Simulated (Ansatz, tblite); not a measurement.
**The cluster Sn12H17O20 (+3): which spin state is lowest**

Is the singlet the ground state of the cluster Sn12H17O20 (+3)? Other spin states are computed and compared level by level.

Computed with Ansatz 0.2.0, Gaussian basis. Level: as each input shows.

The runs, in order: triplet, at the geometry of the singlet (GFN1-xTB, GFN2-xTB, PBE0-D4/def2-SVP, PBE-D4/def2-SVP); the singlet's energies come from earlier runs.

5 further runs of the same task are left out: 3 for a known fault of the program, 1 that didn't finish, 1 set aside as unsound or not needed.

### 1 The relaxed structure

The singlet was relaxed beforehand with r2SCAN-D4/def2-SVP.

49 atoms, charge 3, spin multiplicity 1.

Bond lengths: Sn1–O13 2.115 Å, Sn1–O14 2.127 Å, Sn1–O15 2.169 Å, Sn1–O27 2.142 Å, Sn1–O28 2.143 Å, Sn1–H39 1.696 Å, Sn2–O13 2.107 Å, Sn2–O16 2.157 Å, Sn2–O17 2.157 Å, Sn2–O27 2.116 Å, Sn2–O29 2.116 Å, Sn2–H40 1.692 Å, Sn3–O13 2.114 Å, Sn3–O18 2.127 Å, Sn3–O19 2.169 Å, Sn3–O28 2.143 Å, Sn3–O29 2.142 Å, Sn3–H41 1.696 Å and more. Angles: O13–Sn1–O14 87.1°, O13–Sn1–O15 90.3°, O13–Sn1–O27 74.4°, O13–Sn1–O28 73.0°, O13–Sn1–H39 168.4°, O14–Sn1–O15 74.8°, O14–Sn1–O27 156.4°, O14–Sn1–O28 89.7°, O14–Sn1–H39 101.7°, O15–Sn1–O27 90.5°, O15–Sn1–O28 158.0°, O15–Sn1–H39 99.2°, O27–Sn1–O28 98.4°, O27–Sn1–H39 98.8°, O28–Sn1–H39 99.2°, O13–Sn2–O16 82.0°, O13–Sn2–O17 82.0°, O13–Sn2–O27 75.1° and more.

Sn takes a core potential in the def2 sets. No spin-orbit coupling is included. The ion is computed in the gas phase, without counter-ions or solvent.

### 2 Triplet at the fixed geometry, GFN1-xTB

Tight binding, by tblite at 300 K electronic temperature and without a spin-polarisation term:

```python
tblite.interface.Calculator('GFN1-xTB', numbers, positions, charge=3, uhf=2).singlepoint()
```

Energy -3589.6729 eV; 0.55 s.

### 3 Triplet at the fixed geometry, GFN2-xTB

Tight binding, by tblite at 300 K electronic temperature and without a spin-polarisation term:

```python
tblite.interface.Calculator('GFN2-xTB', numbers, positions, charge=3, uhf=2).singlepoint()
```

Energy -3089.8322 eV; 0.71 s.

### 4 Triplet at the fixed geometry, PBE0-D4/def2-SVP

The input, in.yaml:

```yaml
crystal:
  periodic: [false, false, false]
  atoms:
    - {symbol: Sn, position_ang: [0.176955, 1.939151, 2.859147]}
    - {symbol: Sn, position_ang: [1.870339, 2.946717, 0.133143]}
    - {symbol: Sn, position_ang: [2.944429, 0.230384, 1.800999]}
    - {symbol: Sn, position_ang: [0.012457, 1.276194, -2.028478]}
    - {symbol: Sn, position_ang: [2.004933, -2.510455, 0.119332]}
    - {symbol: Sn, position_ang: [-2.590153, 0.326771, 1.876221]}
    - {symbol: Sn, position_ang: [-0.191587, -1.859856, 2.502285]}
    - {symbol: Sn, position_ang: [-2.105163, 2.759961, -0.243492]}
    - {symbol: Sn, position_ang: [2.760818, -0.244557, -2.103999]}
    - {symbol: Sn, position_ang: [-0.101112, -1.751027, -3.110021]}
    - {symbol: Sn, position_ang: [-1.877348, -2.975479, -0.105160]}
    - {symbol: Sn, position_ang: [-2.941337, 0.002630, -2.024049]}
    - {symbol: O, position_ang: [1.197819, 1.228224, 1.149301]}
    - {symbol: O, position_ang: [-0.789744, 0.045518, 2.934359]}
    - {symbol: O, position_ang: [-1.635762, 2.180776, 1.692106]}
    - {symbol: O, position_ang: [-0.111600, 2.853103, -0.711744]}
    - {symbol: O, position_ang: [1.984962, 1.558633, -1.513357]}
    - {symbol: O, position_ang: [1.750251, -1.522777, 1.963205]}
    - {symbol: O, position_ang: [3.116455, -0.753408, -0.124877]}
    - {symbol: O, position_ang: [-1.925071, 1.848305, -2.261658]}
    - {symbol: O, position_ang: [0.957695, 0.068373, -3.363882]}
    - {symbol: O, position_ang: [0.034060, -2.920821, 0.656591]}
    - {symbol: O, position_ang: [1.610937, -1.979115, -1.852147]}
    - {symbol: O, position_ang: [-2.043199, -1.638221, 1.450780]}
    - {symbol: O, position_ang: [-3.025773, 0.883777, -0.079361]}
    - {symbol: O, position_ang: [-0.910981, -0.568969, -1.463907]}
    - {symbol: O, position_ang: [1.027560, 3.673009, 1.933274]}
    - {symbol: O, position_ang: [1.991617, 1.029370, 3.546597]}
    - {symbol: O, position_ang: [3.619370, 2.072925, 0.942801]}
    - {symbol: O, position_ang: [-1.025564, -3.312767, -1.986449]}
    - {symbol: O, position_ang: [-1.979555, -0.901964, -3.720930]}
    - {symbol: O, position_ang: [-3.355341, -1.874414, -1.095998]}
    - {symbol: H, position_ang: [1.075447, 4.570743, 2.300597]}
    - {symbol: H, position_ang: [2.357939, 1.066150, 4.445240]}
    - {symbol: H, position_ang: [4.514733, 2.446690, 0.984432]}
    - {symbol: H, position_ang: [-1.164716, -4.179666, -2.405712]}
    - {symbol: H, position_ang: [-2.363591, -0.972085, -4.611820]}
    - {symbol: H, position_ang: [-4.224178, -2.290030, -1.233968]}
    - {symbol: H, position_ang: [-0.338069, 2.647312, 4.311514]}
    - {symbol: H, position_ang: [2.468841, 4.358905, -0.582353]}
    - {symbol: H, position_ang: [4.403457, -0.280374, 2.498477]}
    - {symbol: H, position_ang: [2.918360, -3.928790, 0.211990]}
    - {symbol: H, position_ang: [-3.973058, 0.326222, 2.846883]}
    - {symbol: H, position_ang: [-0.350739, -2.924262, 3.805004]}
    - {symbol: H, position_ang: [-3.044320, 4.153964, -0.364784]}
    - {symbol: H, position_ang: [4.117657, -0.268191, -3.103204]}
    - {symbol: H, position_ang: [0.271787, -2.666230, -4.488636]}
    - {symbol: H, position_ang: [-2.634057, -4.442289, 0.284748]}
    - {symbol: H, position_ang: [-4.486871, 0.271970, -2.669050]}
basis:
  gaussian: {orbitals: def2-SVP, fitting: {mean_field: def2-universal-jkfit}}
total_charge: 3
magnetization: {spin_polarized: true, initial_magnetization: 2}
hamiltonian: {xc: pbe0, dispersion: d4}
scf: {omitted_lower_state_checks: [starts]}
output: {orbitals: {seedname: orbitals}}
```

Launch:

```console
$ ansatz run in.yaml --threads 4 --pin off --events-out ev --progress --plain --max-ram 46080MiB --backend cuda --devices 0, --max-vram 37GiB
```

Log:

```text
Functional definition: PBE0
  name "PBE0"
  cite "Adamo & Barone, J. Chem. Phys. 110, 6158 (1999) doi:10.1063/1.478522"
  cite "Perdew, Burke & Ernzerhof, Phys. Rev. Lett. 77, 3865 (1996) doi:10.1103/PhysRevLett.77.3865"
  parent pbe
  parameter a = 0.25
  parameter kappa = 0.804
  parameter beta = 0.06672455060314922
  exchange = (1 - a)*pbe_x(kappa = kappa, mu = beta*pi^2/3) + a*exact_x
  correlation = pbe_c(beta = beta)
these checks for a lower state are left out or cut short: starts
4462 factors; integrals over basis functions are off by at most 2.8e-1 eV
mean field evaluation 1: about -110987.7085 eV, gradient 1.8e2 eV
mean field evaluation 2: about -109889.6789 eV, gradient 5.0e2 eV
mean field evaluation 4: about -111058.6024 eV, gradient 1.0e2 eV
mean field evaluation 8: about -111110.4125 eV, gradient 1.9e1 eV
mean field evaluation 16: about -111112.0946 eV, gradient 3.8e-1 eV
mean field evaluation 32: about -111112.1813 eV, gradient 2.6e-1 eV
mean field -111112.21218606 eV, -4083.2984832754 hartree, gradient 6.4e-6 eV, S^2 2.012353; 0 other end points of the search recorded, 0 dependent functions left out
reference -111112.21226567 eV, -4083.2984862007 hartree; 220, 218 occupied and 457, 459 virtual orbitals, 4462 factors
Total energy: -111115.90480575 eV, -4083.4341845459 hartree
Checks for a lower state left out: starts
```

It took 75 s on 1 × H100 (card shared with other runs) with 4 threads of AMD EPYC 7R13, shared host; peak host memory 1.5 GiB.

From the report: HOMO -12.30 eV, LUMO -15.31 eV (over both spins; with the spin held, an empty level of the minority spin lies below the top filled one); ⟨S²⟩ 2.012 (pure: 2.00).

### 5 Triplet at the fixed geometry, PBE-D4/def2-SVP

start.molden holds the orbitals of an earlier run on this state, given as this run's starting guess.

Changes to in.yaml since step 4:

```diff
@@ -53,6 +53,6 @@
 basis:
-  gaussian: {orbitals: def2-SVP, fitting: {mean_field: def2-universal-jkfit}}
+  gaussian: {orbitals: def2-SVP, fitting: {mean_field: def2-universal-jkfit}, initial_orbitals: start.molden}
 total_charge: 3
 magnetization: {spin_polarized: true, initial_magnetization: 2}
-hamiltonian: {xc: pbe0, dispersion: d4}
+hamiltonian: {xc: pbe, dispersion: d4}
 scf: {omitted_lower_state_checks: [starts]}
```

Launched as before.

Log:

```text
Functional definition: PBE
  name "PBE"
  cite "Perdew, Burke & Ernzerhof, Phys. Rev. Lett. 77, 3865 (1996) doi:10.1103/PhysRevLett.77.3865"
  parent pbe
  parameter kappa = 0.804
  parameter beta = 0.06672455060314922
  exchange = pbe_x(kappa = kappa, mu = beta*pi^2/3)
  correlation = pbe_c(beta = beta)
these checks for a lower state are left out or cut short: starts
4462 factors; integrals over basis functions are off by at most 2.8e-1 eV
mean field evaluation 1: about -111110.0977 eV, gradient 1.3e1 eV
mean field evaluation 2: about -111111.3185 eV, gradient 1.5e0 eV
mean field evaluation 4: about -111111.4363 eV, gradient 6.1e-2 eV
mean field evaluation 8: about -111111.4128 eV, gradient 6.4e-4 eV
mean field evaluation 16: about -111111.4128 eV, gradient 1.2e-4 eV
mean field -111111.41282377 eV, -4083.2691072530 hartree, gradient 2.3e-6 eV, S^2 2.002558; 0 other end points of the search recorded, 0 dependent functions left out
reference -111111.41293004 eV, -4083.2691111583 hartree; 220, 218 occupied and 457, 459 virtual orbitals, 4462 factors
Total energy: -111115.50329533 eV, -4083.4194293100 hartree
Checks for a lower state left out: starts
```

Run time: 17 s. Hardware: 1 × H100 (card shared with other runs) with 4 threads of AMD EPYC 7R13, shared host; peak host memory 1.5 GiB.

HOMO -11.64 eV, LUMO -15.18 eV (over both spins; with the spin held, an empty level of the minority spin lies below the top filled one); ⟨S²⟩ 2.003 (pure: 2.00).

### 6 Triplet less singlet, vertical

The singlet's energies are those of its earlier runs, whose logs aren't repeated here.

| level | triplet less singlet, vertical (kcal/mol) | time |
| --- | --- | --- |
| GFN1-xTB | +59.4 | 0.91 s |
| GFN2-xTB | +57.0 | 1.3 s |
| PBE-D4/def2-SVP | +81.4 | 26 s |
| PBE0-D4/def2-SVP | +105.1 | 82 s |

Times add the two runs; a level without a time comes out of a correlated run. Tight binding without a spin term can't rank spin states.

### 7 What came out

| quantity | value |
| --- | --- |
| triplet less singlet, vertical, functionals in def2-SVP | +81.4 (PBE-D4) to +105.1 kcal/mol (PBE0-D4) |

**Reading.** All functionals put the triplet above the singlet, over a spread of 23.8 kcal/mol. The checks for a lower triplet were left out, so another state of that spin may lie lower. These are electronic energies, without zero-point motion, entropy or surroundings.
